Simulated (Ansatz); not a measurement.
# BH4SSe: the cost of one run

All numbers below are computed with Ansatz 0.2.0 (RKS PBE-D4/def2-SVP).

## (1) The structure to begin with

Bond lengths: B1–Se2 1.852 Å, Se2–S3 2.344 Å, B1–H4 1.165 Å, B1–H5 1.163 Å, S3–H6 1.353 Å, S3–H7 1.352 Å. Angles: B1–Se2–S3 101.4°, Se2–B1–H4 115.9°, Se2–B1–H5 122.3°, H4–B1–H5 121.8°, Se2–S3–H6 99.2°, Se2–S3–H7 98.9°, H6–S3–H7 92.5°.

Coordinates:

```xyz
7

B    -1.4845    0.4555   -0.6342
Se   -0.6637   -0.5982    0.6490
S     1.6016   -0.2326    0.1697
H    -2.6489    0.4744   -0.6081
H    -0.8796    1.0675   -1.4161
H     1.9929    0.2902    1.3549
H     2.0822   -1.4569    0.4848
```

## (2) End point A

The input, input.yaml:

```yaml
crystal:
  periodic: [false, false, false]
  atoms:
    - { symbol: B, position_ang: [-1.4845, 0.45551, -0.63417] }
    - { symbol: Se, position_ang: [-0.66367, -0.59818, 0.64896] }
    - { symbol: S, position_ang: [1.60157, -0.23264, 0.16966] }
    - { symbol: H, position_ang: [-2.64889, 0.47445, -0.60807] }
    - { symbol: H, position_ang: [-0.87955, 1.06749, -1.41605] }
    - { symbol: H, position_ang: [1.99288, 0.29023, 1.35491] }
    - { symbol: H, position_ang: [2.08216, -1.45686, 0.48475] }
total_charge: 1
basis:
  gaussian: { orbitals: def2-SVP }
hamiltonian:
  xc: pbe
  dispersion: d4
relax:
  f_tol: 0.015
  max_steps: 40
```

Run with:

```
$ ansatz run input.yaml --threads 1 --pin off --max-ram 2048MiB --backend cpu --events-out ev --progress --plain --runs-dir out
```

What time and memory should one allow on 1 thread of Intel Xeon 6975P-C (Granite Rapids), shared host?

About 13 s, with a peak of 0.13 GiB.
